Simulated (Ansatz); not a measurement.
**AlH₅O₂S (built from SMILES S.[OH][AlH][OH]): a reaction path by the nudged elastic band**

What path joins these two structures, and how high does it climb? Both ends were relaxed at PBE0-D4 in triple zeta.

Program: Ansatz 0.2.0, Gaussian basis. Level of theory: PBE0-D4/def2-SVP. These are calculated values, not measurements.

22 further runs of the same task are left out: 22 set aside as unsound or not needed.

## (1) Where the work starts

The first end: 9 atoms, charge 0, spin multiplicity 1.

Atoms are counted from 1 here; the program's logs count them from 0.

Bond lengths: Al1–H2 1.586 Å, Al1–O3 1.713 Å, Al1–O4 1.711 Å, Al1–S6 2.570 Å, O3–H7 0.955 Å, O4–H8 0.956 Å, H5–S6 1.344 Å, S6–H9 1.344 Å. Angles: H2–Al1–O3 120.4°, H2–Al1–O4 117.3°, H2–Al1–S6 100.1°, O3–Al1–O4 117.8°, O3–Al1–S6 98.0°, O4–Al1–S6 93.0°, Al1–O3–H7 122.1°, Al1–O4–H8 121.2°, Al1–S6–H5 94.5°, Al1–S6–H9 100.2°, H5–S6–H9 93.0°.

As a file:

```mol
AlH5O2S
  3D, bonds by distance, orders not assigned

  9  8  0  0  0  0  0  0  0  0999 V2000
   -0.7006    0.1408    0.1610 Al  0  0
   -1.2326    1.0919   -0.9912 H   0  0
   -1.1160   -1.5213    0.1732 O   0  0
   -0.2811    0.8703    1.6508 O   0  0
    1.9977    1.2110   -0.5663 H   0  0
    1.7536   -0.1103   -0.5600 S   0  0
   -1.7517   -1.8899   -0.4365 H   0  0
   -0.2755    0.3685    2.4641 H   0  0
    1.6062   -0.1610   -1.8952 H   0  0
  1  2  8  0
  1  3  8  0
  1  4  8  0
  1  6  8  0
  3  7  8  0
  4  8  8  0
  5  6  8  0
  6  9  8  0
M  END
```

The second end:

```xyz
9
charge 0, multiplicity 1
Al    0.1019   -0.3595    0.3049
H    -0.7704    1.7907   -0.5893
O    -0.8357   -1.3395   -0.7015
O    -0.5725    0.3552    1.6821
H    -0.4356    1.5660   -1.2234
S     2.2323   -0.2304   -0.1250
H    -1.7640   -1.5050   -0.5463
H    -0.0698    0.7980    2.3626
H     2.1136   -1.0758   -1.1640
```

## (2) The band at PBE0-D4/def2-SVP

Input file neb/in.yaml:

```yaml
crystal:
  periodic: [false, false, false]
  atoms:
    - {symbol: Al, position_ang: [-0.700578, 0.140760, 0.161010]}
    - {symbol: H, position_ang: [-1.232572, 1.091862, -0.991195]}
    - {symbol: O, position_ang: [-1.116000, -1.521343, 0.173161]}
    - {symbol: O, position_ang: [-0.281096, 0.870315, 1.650825]}
    - {symbol: H, position_ang: [1.997675, 1.210971, -0.566280]}
    - {symbol: S, position_ang: [1.753606, -0.110304, -0.559982]}
    - {symbol: H, position_ang: [-1.751737, -1.889879, -0.436512]}
    - {symbol: H, position_ang: [-0.275528, 0.368549, 2.464147]}
    - {symbol: H, position_ang: [1.606227, -0.161031, -1.895174]}
basis:
  gaussian: {orbitals: def2-SVP}
hamiltonian: {xc: pbe0, dispersion: d4}
neb:
  images: 5
  climbing: true
  max_iterations: 40
  initial_path: idpp
  final_atoms:
    - {symbol: Al, position_ang: [0.101949, -0.359460, 0.304857]}
    - {symbol: H, position_ang: [-0.770356, 1.790740, -0.589333]}
    - {symbol: O, position_ang: [-0.835659, -1.339464, -0.701496]}
    - {symbol: O, position_ang: [-0.572493, 0.355238, 1.682096]}
    - {symbol: H, position_ang: [-0.435569, 1.565984, -1.223427]}
    - {symbol: S, position_ang: [2.232282, -0.230364, -0.125029]}
    - {symbol: H, position_ang: [-1.764019, -1.505011, -0.546256]}
    - {symbol: H, position_ang: [-0.069785, 0.798024, 2.362615]}
    - {symbol: H, position_ang: [2.113648, -1.075789, -1.164028]}
```

Run with:

```bash
$ ansatz run in.yaml --threads 4 --pin off --events-out ev --progress --plain --max-ram 9574MiB
```

Before running it: what results should come out? Wanted: from earlier runs: barrier over the separately found saddle, CCSD(T)/def2-TZVPP.

**Answer**, as computed:

| quantity | value |
| --- | --- |
| PBE0-D4/def2-SVP, 18 iterations | highest 49.8 kJ/mol (image 3), last end -46.7 kJ/mol |
| from earlier runs: barrier over the separately found saddle, CCSD(T)/def2-TZVPP | 77.1 kJ/mol |

What this shows: The highest image lies 49.8 kJ/mol above the first end, and it climbed, so it estimates the saddle. The ends are not quite minima at this level (largest force component 0.34 eV/Å), so the heights are unreliable: relaxing the first end would lower it and raise the barrier above it. The highest image is 27.3 kJ/mol below the CCSD(T) barrier in triple zeta, which comes from separate runs on the saddle.
